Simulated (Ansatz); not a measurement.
# Ir3Ru2: the cost of one run

Method: DFT PBE, scalar-relativistic, plane waves, PAW, in Ansatz 0.2.0.

### 1 The structure to begin with

The structure is trigonal, space group P-3m1 (No. 164). The conventional cell has a = 2.739 Å, b = 2.739 Å, c = 21.899 Å, α = 90.00°, β = 90.00°, γ = 120.00°. Around Ru (site symmetry 3m) lie 9 Ru at 2.62 to 2.74 Å and 3 Ir at 2.69 Å. Around Ir (site symmetry 3m) lie 3 Ru at 2.69 Å and 9 Ir at 2.74 to 2.77 Å. Ir (site symmetry 3m) has 3 Ru at 2.69 Å and 9 Ir at 2.74 to 2.75 Å as nearest neighbours. Around Ir (site symmetry 3m) lie 12 Ir at 2.74 to 2.75 Å.

Coordinates:

```cif
data_structure
_symmetry_space_group_name_H-M 'P 1'
_symmetry_Int_Tables_number 1
_cell_length_a 2.7393
_cell_length_b 2.7393
_cell_length_c 21.8990
_cell_angle_alpha 90.000
_cell_angle_beta 90.000
_cell_angle_gamma 120.000
_cell_volume 142.31
loop_
_atom_site_label
_atom_site_type_symbol
_atom_site_fract_x
_atom_site_fract_y
_atom_site_fract_z
_atom_site_occupancy
Ru1 Ru 0.33333 0.66667 0.15144 1
Ru2 Ru 0.33333 0.66667 0.75296 1
Ru3 Ru 0.66667 0.33333 0.24704 1
Ru4 Ru 0.66667 0.33333 0.84856 1
Ir1 Ir 0.33333 0.66667 0.94805 1
Ir2 Ir 0.33333 0.66667 0.34619 1
Ir3 Ir 0.33333 0.66667 0.55101 1
Ir4 Ir 0.66667 0.33333 0.05195 1
Ir5 Ir 0.66667 0.33333 0.44899 1
Ir6 Ir 0.66667 0.33333 0.65381 1
```

It is the end of an earlier relaxation with the same method, from a generated guess; it is a trial structure. At a tolerance of 0.05 Å it has space group P-3m1 (No. 164); it has 14.23 Å³/atom, an uncorrected energy of +0.00 eV/atom over the elements.

### 2 Static run: bands, density of states and charges

Contents of input.yaml:

```yaml
crystal:
  lattice:
    - [2.7393230722, 0.0, 0.0]
    - [-1.3696615361, 2.3723233697, 0.0]
    - [0.0, 0.0, 21.8989873914]
  atoms:
    - { symbol: Ru, position: [0.3333333333, 0.6666666667, 0.151440172] }
    - { symbol: Ru, position: [0.3333333333, 0.6666666667, 0.7529625432] }
    - { symbol: Ru, position: [0.6666666667, 0.3333333333, 0.2470374568] }
    - { symbol: Ru, position: [0.6666666667, 0.3333333333, 0.848559828] }
    - { symbol: Ir, position: [0.3333333333, 0.6666666667, 0.948054221] }
    - { symbol: Ir, position: [0.3333333333, 0.6666666667, 0.3461899901] }
    - { symbol: Ir, position: [0.3333333333, 0.6666666667, 0.551007461] }
    - { symbol: Ir, position: [0.6666666667, 0.3333333333, 0.051945779] }
    - { symbol: Ir, position: [0.6666666667, 0.3333333333, 0.448992539] }
    - { symbol: Ir, position: [0.6666666667, 0.3333333333, 0.6538100099] }
basis:
  ecutwfc: 420
kpoints:
  mp_grid: { grid: [18, 18, 2] }
  band_path:
    path:
      - [[0.0, 0.0, 0.0], [0.5, 0.0, 0.0], [0.33333333, 0.33333333, 0.0], [0.0, 0.0, 0.0], [0.0, 0.0, 0.5], [0.5, 0.0, 0.5], [0.33333333, 0.33333333, 0.5], [0.0, 0.0, 0.5]]
      - [[0.5, 0.0, 0.5], [0.5, 0.0, 0.0]]
      - [[0.33333333, 0.33333333, 0.5], [0.33333333, 0.33333333, 0.0]]
    npoints: 14
hamiltonian:
  xc: pbe
scf:
  occupations: { method: gaussian, width: 0.1 }
  n_extra_bands: 25
output:
  forces: true
  stress: true
  eigenvalues: true
  populations: true
  dos: { projected: true, de: 0.02, nscf_kmesh: { grid: [22, 22, 3] } }
  bader: true
  write_density: true
  write_potential: true
  elf: true
  volumetric_format: npy
```

Started as:

```bash
ansatz run input.yaml --threads 4 --pin off --max-ram 8192MiB --backend cpu --events-out ev --progress --plain --runs-dir out
```

Q: Estimate wall time and peak memory on 4 threads of Arm Neoverse V2, shared host.

About 71 s, with a peak of 1.6 GiB.
